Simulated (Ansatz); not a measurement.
**CH10N2Si2: one species, many methods**

An exercise on one series of results from a longer session: the logs are not shown, and one member is left open.

Computed with Ansatz 0.2.0, Gaussian basis. Level: functionals in def2-TZVPP, the program's frozen cores in correlated methods.

Plan: PBE-D4, r2SCAN-D4, PBE0-D4, B3LYP-D4, ωB97X-V, ωB97M-V, B2PLYP; CCSD(T)/def2-TZVPP; MP2/def2-QZVPP; extrapolation to the limit.

## The geometry

All runs share one geometry, relaxed beforehand with PBE0-D4 in a triple-zeta def2 set.

SMILES `N[SiH2]C[SiH2]N`, 15 atoms, charge 0, spin multiplicity 1.

Atoms are counted from 1 here; the program's logs count them from 0.

Bond lengths: N1–Si2 1.718 Å, N1–H6 1.009 Å, N1–H7 1.006 Å, Si2–C3 1.870 Å, Si2–H8 1.497 Å, Si2–H9 1.490 Å, C3–Si4 1.866 Å, C3–H10 1.095 Å, C3–H11 1.095 Å, Si4–N5 1.735 Å, Si4–H12 1.486 Å, Si4–H13 1.496 Å, N5–H14 1.009 Å, N5–H15 1.010 Å. Angles: Si2–N1–H6 117.5°, Si2–N1–H7 119.8°, H6–N1–H7 111.9°, N1–Si2–C3 110.5°, N1–Si2–H8 114.8°, N1–Si2–H9 106.2°, C3–Si2–H8 106.7°, C3–Si2–H9 111.5°, H8–Si2–H9 107.1°, Si2–C3–Si4 112.9°, Si2–C3–H10 109.0°, Si2–C3–H11 109.5°, Si4–C3–H10 109.9°, Si4–C3–H11 108.2°, H10–C3–H11 107.2°, C3–Si4–N5 108.4°, C3–Si4–H12 111.8°, C3–Si4–H13 109.6° and more.

As a file:

```
N    -1.65186    0.22085    1.16890
Si   -0.79839    1.33700    0.18050
C    -0.03115    0.46292   -1.28415
Si    0.82054   -1.12946   -0.81375
N     1.37321   -0.99216    0.82520
H    -1.10930   -0.46422    1.67319
H    -2.45112    0.52911    1.69701
H     0.30894    2.06965    0.87235
H    -1.79456    2.35593   -0.25336
H     0.68210    1.13828   -1.76864
H    -0.80870    0.23050   -2.01910
H    -0.11886   -2.28134   -0.82704
H     1.90301   -1.43059   -1.80073
H     1.69972   -1.82820    1.28627
H     1.97644   -0.21826    1.06334
```

The first run:

in.yaml reads:

```yaml
crystal:
  periodic: [false, false, false]
  atoms:
    - {symbol: N, position_ang: [-1.651857, 0.220846, 1.168895]}
    - {symbol: Si, position_ang: [-0.798388, 1.336999, 0.180501]}
    - {symbol: C, position_ang: [-0.031150, 0.462924, -1.284146]}
    - {symbol: Si, position_ang: [0.820539, -1.129464, -0.813754]}
    - {symbol: N, position_ang: [1.373214, -0.992163, 0.825199]}
    - {symbol: H, position_ang: [-1.109299, -0.464219, 1.673193]}
    - {symbol: H, position_ang: [-2.451120, 0.529109, 1.697007]}
    - {symbol: H, position_ang: [0.308938, 2.069650, 0.872353]}
    - {symbol: H, position_ang: [-1.794565, 2.355925, -0.253361]}
    - {symbol: H, position_ang: [0.682097, 1.138277, -1.768636]}
    - {symbol: H, position_ang: [-0.808701, 0.230505, -2.019099]}
    - {symbol: H, position_ang: [-0.118864, -2.281342, -0.827041]}
    - {symbol: H, position_ang: [1.903009, -1.430594, -1.800727]}
    - {symbol: H, position_ang: [1.699722, -1.828196, 1.286266]}
    - {symbol: H, position_ang: [1.976444, -0.218257, 1.063341]}
basis:
  gaussian: {orbitals: def2-TZVPP}
hamiltonian: {xc: pbe, dispersion: d4}
output: {forces: true, orbitals: {seedname: orbitals}}
```

Run with:

```
> ansatz run in.yaml --threads 2 --pin off --events-out ev --progress --plain --max-ram 22528MiB --backend cuda --devices 0, --max-vram 18GiB
```

Steps of the session up to this table: PBE-D4 (GGA); r2SCAN-D4 (meta-GGA); PBE0-D4 (hybrid); B3LYP-D4 (hybrid); ωB97X-V (range-separated); ωB97M-V (range-separated); B2PLYP (double hybrid); CCSD(T) in def2-TZVPP; MP2 in def2-QZVPP.

One of the session's tables, all rows but one given; the rest of the session is left out.

```
            method  atomisation energy (kJ/mol)
            PBE-D4                       5177.5
         r2SCAN-D4                       5130.8
           PBE0-D4                       5121.1
          B3LYP-D4                       5167.4
           ωB97X-V                       5185.8
           ωB97M-V                       5177.1
            B2PLYP                       5091.2
     HF/def2-TZVPP                       3727.7
    MP2/def2-TZVPP                            ?
   CCSD/def2-TZVPP                       4949.2
CCSD(T)/def2-TZVPP                       5009.6
           MP2/CBS                       5179.3
       CCSD(T)/CBS                       5159.7
```

**Question.** Estimate the row for MP2/def2-TZVPP.

As computed: atomisation energy (kJ/mol): 5029.2. In the column «atomisation energy (kJ/mol)» it lies between CCSD(T)/def2-TZVPP (5009.6) and B2PLYP (5091.2).
